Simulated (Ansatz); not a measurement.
# ZnHgO2: a single-point run

The task is a single-point run on ZnHgO2. The structure is shown as the input types it. The cell is built on a prototype (ordering on zincblende) and needn't be the phase found in nature.

Method: density functional or hybrid calculation with the settings of its input, plane waves (as first typed), in Ansatz 0.2.0.

## 1. The system as given

Symmetry: P-4m2, No. 115, tetragonal system. Conventional cell: a = 3.326 Å, b = 3.326 Å, c = 5.193 Å, α = 90.00°, β = 90.00°, γ = 90.00°. Zn (site symmetry -4m2) is surrounded by 4 O at 1.97 Å. O (site symmetry 2mm) has 2 Zn at 1.97 Å and 2 Hg at 2.27 Å as nearest neighbours. Hg (site symmetry -4m2) is surrounded by 4 O at 2.27 Å.

Coordinates:

```cif
data_structure
_symmetry_space_group_name_H-M 'P 1'
_symmetry_Int_Tables_number 1
_cell_length_a 3.3264
_cell_length_b 3.3264
_cell_length_c 5.1931
_cell_angle_alpha 90.000
_cell_angle_beta 90.000
_cell_angle_gamma 90.000
_cell_volume 57.46
loop_
_atom_site_label
_atom_site_type_symbol
_atom_site_fract_x
_atom_site_fract_y
_atom_site_fract_z
_atom_site_occupancy
Zn1 Zn 0.00000 0.00000 0.00000 1
O1 O 0.00000 0.50000 0.20343 1
Hg1 Hg 0.50000 0.50000 0.50000 1
O2 O 0.50000 0.00000 0.79657 1
```

## 2. The calculation

File input.yaml:

```yaml
crystal:
  lattice:
    - [3.3263897665, 0.0, 0.0]
    - [0.0, 3.3263897665, 0.0]
    - [0.0, 0.0, 5.1930705942]
  atoms:
    - { symbol: Zn, position: [0.0, 0.0, 0.0] }
    - { symbol: O, position: [0.0, 0.5, 0.203431922] }
    - { symbol: Hg, position: [0.5, 0.5, 0.5] }
    - { symbol: O, position: [0.5, 0.0, 0.796568078] }
kpoints:
  mp_grid: { grid: [6, 6, 4] }
hamiltonian:
  xc: pw91
scf:
  occupations: { method: fermi_dirac, width: 0.02 }
  n_extra_bands: 5
output:
  forces: true
  stress: true
  eigenvalues: true
```

Command:

```bash
> ansatz run input.yaml --threads 4 --pin off --max-ram 3686MiB --backend cpu --events-out ev --progress --plain --runs-dir out
```

What happens when this is run?

The run ended at the input check. Its message: «line 14 column 7: hamiltonian.xc: unknown variant `pw91`, expected one of `lda`, `lda-pw`, `pw92`, `pbe`, `pbesol`, `rpbe`, `revpbe`, `blyp`, ...»

Look at the input: hamiltonian.xc is pw91. No functional of that name is defined in this program.

Remedy: set hamiltonian.xc to pbe. Any name on the list would pass the check; a listed functional of a like name need not be the same functional.
